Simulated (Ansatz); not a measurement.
Task: a rigid torsion scan of FH5SiSn, SMILES F[SiH2][SnH3], with the Ansatz DFT code, driven from Python. Give the script and its output. Use (for the species named): Hartree-Fock, def2-SVP basis, multiplicity 1.

```xyz
8

F    -2.2693   -0.3028   -0.6609
Si   -0.7930    0.4014   -0.9352
Sn    0.7472   -0.3724    0.8556
H    -0.2094   -0.0209   -2.2481
H    -0.8767    1.8645   -0.9234
H     0.1763    0.1609    2.4274
H     0.9120   -2.1189    0.8385
H     2.4052    0.3311    0.5903
```

The script, `torsion.py`:
```python
"""Energy of FH5SiSn as one group turns about a bond."""

import ansatz as az
from ase import Atoms

config = {
    "basis": "def2-SVP",
    "functional": "HF",
    "fmax": 0.02,
}


def main() -> None:
    atoms = Atoms(["F", "Si", "Sn", "H", "H", "H", "H", "H"], positions=[
        [-2.2693, -0.3028, -0.6609],
        [-0.793, 0.4014, -0.9352],
        [0.7472, -0.3724, 0.8556],
        [-0.2094, -0.0209, -2.2481],
        [-0.8767, 1.8645, -0.9234],
        [0.1763, 0.1609, 2.4274],
        [0.912, -2.1189, 0.8385],
        [2.4052, 0.3311, 0.5903],
    ])

    # start the scan from a relaxed geometry
    first = az.Crystal.molecule_from_ase(atoms).calculation()
    first = first.basis(gaussian=config["basis"])
    first = first.functional(config["functional"])
    first = first.relax(force_tolerance=config["fmax"], max_steps=80)
    atoms.positions = first.run().report["positions_ang"]

    start = atoms.get_dihedral(5, 2, 1, 0)
    energies = {}
    for turn in range(0, 360, 30):
        turned = atoms.copy()
        turned.set_dihedral(5, 2, 1, 0, start + turn, indices=[0, 1, 3, 4])
        model = (
            az.Crystal.molecule_from_ase(turned).calculation()
            .basis(gaussian=config["basis"])
            .functional(config["functional"])
        )
        energies[round((start + turn) % 360)] = model.run().report["free_energy_ev"]
    floor = min(energies.values())
    print("dihedral H5-Sn2-Si1-F0 (deg)   E - E(min) (kJ/mol)")
    for angle, e in sorted(energies.items()):
        print(f"{angle:8d} {96.485332 * (e - floor):14.3f}  " + "#" * int(30 * (e - floor) / max(max(energies.values()) - floor, 1e-9)))


if __name__ == "__main__":
    main()
```

```console
$ python torsion.py
dihedral H5-Sn2-Si1-F0 (deg)   E - E(min) (kJ/mol)
      29          1.331  ###############
      59          0.085  #
      89          1.282  ###############
     119          2.545  ##############################
     149          1.339  ###############
     179          0.085  #
     209          1.276  ###############
     239          2.504  #############################
     269          1.265  ##############
     299          0.000
     329          1.210  ##############
     359          2.504  #############################
```

The scan is rigid and the energies are electronic, in a modest basis. With rigid groups the curve can differ much from the relaxed path, the start wasn't checked as a minimum of this torsion, and equivalent turns needn't return to the same energy. def2 sets replace the cores of elements past krypton by effective core potentials. The whole script took 26 s on 1 thread of Arm Neoverse V1, on a shared host, peak memory 0.23 GiB.
